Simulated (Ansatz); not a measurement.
# TiW2N3: the cost of one run

Program: Ansatz 0.2.0. Level of theory: DFT PBE, scalar-relativistic, plane waves, PAW, unless a step names another level. These are calculated values, not measurements.

1 further run of the same task is left out (set aside as unsound or not needed). Runs told in other sessions of the task aren't counted.

## Step 1: Starting point

The structure is hexagonal, space group P-62m (No. 189). Conventional cell: a = 4.974 Å, b = 4.974 Å, c = 2.814 Å, α = 90.00°, β = 90.00°, γ = 120.00°. Ti (site symmetry -62m) is surrounded by 6 N at 2.17 Å. W (site symmetry -6) has 6 N at 2.18 Å in its first shell of neighbours. N (site symmetry m2m) has 2 Ti at 2.17 Å and 4 W at 2.18 Å in its first shell of neighbours.

As a file:

```cif
data_structure
_symmetry_space_group_name_H-M 'P 1'
_symmetry_Int_Tables_number 1
_cell_length_a 4.9744
_cell_length_b 4.9744
_cell_length_c 2.8144
_cell_angle_alpha 90.000
_cell_angle_beta 90.000
_cell_angle_gamma 120.000
_cell_volume 60.31
loop_
_atom_site_label
_atom_site_type_symbol
_atom_site_fract_x
_atom_site_fract_y
_atom_site_fract_z
_atom_site_occupancy
Ti1 Ti 0.00000 0.00000 0.50000 1
W1 W 0.66667 0.33333 0.50000 1
W2 W 0.33333 0.66667 0.50000 1
N1 N 0.66758 0.00000 0.00000 1
N2 N 0.33242 0.33242 0.00000 1
N3 N 0.00000 0.66758 0.00000 1
```

The cell was relaxed beforehand at this level, from a generated guess; it needn't be the stable form of this composition. At a tolerance of 0.05 Å it has space group P-62m (No. 189); it has 10.05 Å³/atom, an uncorrected energy of -0.74 eV/atom over the elements and, on its mesh, gap none (metal).

## Step 2: Strained cells: the elastic tensor

The input, input.yaml:

```yaml
crystal:
  lattice:
    - [4.973816477, 0.0, 0.0]
    - [-2.4869082385, 4.3074514229, 0.0]
    - [0.0, 0.0, 2.8170449866]
  atoms:
    - { symbol: Ti, position: [0.0, 0.0, 0.5] }
    - { symbol: W, position: [0.6666666667, 0.3333333333, 0.5] }
    - { symbol: W, position: [0.3333333333, 0.6666666667, 0.5] }
    - { symbol: "N", position: [0.6675303582, 0.0, 0.0] }
    - { symbol: "N", position: [0.3324696418, 0.3324696418, 0.0] }
    - { symbol: "N", position: [0.0, 0.6675303582, 0.0] }
basis:
  ecutwfc: 420
kpoints:
  mp_grid: { grid: [12, 12, 16] }
hamiltonian:
  xc: pbe
scf:
  occupations: { method: fermi_dirac, width: 0.15 }
output:
  forces: true
  stress: true
  eigenvalues: true
elastic:
  mode: relaxed_ion
  amplitude: 0.005
  stencil: two_point
```

The run is started by

```console
ansatz run input.yaml --threads 4 --pin off --max-ram 8192MiB --backend cpu --events-out ev --progress --plain --runs-dir out
```

Q: Estimate wall time and peak memory on 4 threads of Intel Xeon 6975P-C (Granite Rapids), shared host.

About 7.6 min, with a peak of 1.4 GiB.
